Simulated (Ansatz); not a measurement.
Runs of Ansatz 0.2.0 on Al3Au. The structure is tetragonal, space group I4/mmm (No. 139). Conventional cell: a = 4.051 Å, b = 4.051 Å, c = 8.113 Å, α = 90.00°, β = 90.00°, γ = 90.00°. Around Au (site symmetry 4/mmm) lie 12 Al at 2.86 to 2.87 Å. Al (site symmetry 4/mmm) is surrounded by 4 Au at 2.86 Å and 8 Al at 2.87 Å. Al (site symmetry -4m2) has 8 Al at 2.86 to 2.87 Å and 4 Au at 2.87 Å as nearest neighbours. The cell comes from a database or a generator and needn't be the stable form of this composition.

```csv
potentials or basis,cutoff (eV),gap on the mesh (eV),pressure (GPa)
JTH PAW,750,none,0.3
Ansatz NC,1034,none,0.5
PseudoDojo standard (PBE files),1034,none,0.1
PseudoDojo stringent (PBE files),1034,none,0.1
Ansatz PAW,420,none,0.4
Ansatz PAW earlier set,1050,none,0.4
Ansatz PAW earlier set,900,none,0.4
SPMS NC,517,none,(a)
```

Alike in all rows: task single point; level PBE; no spin polarisation; cell as given; k mesh 9 × 9 × 9; smearing fermi-dirac 0.05 eV.

Problem. Estimate the missing entries.

Solution. (a) 0.2.

A k mesh can miss the band edges, and the runs leave out spin-orbit coupling on Au.

A gap of «none» marks a metal or a gap under the smearing width.

The runs don't all hold the same shells in valence.
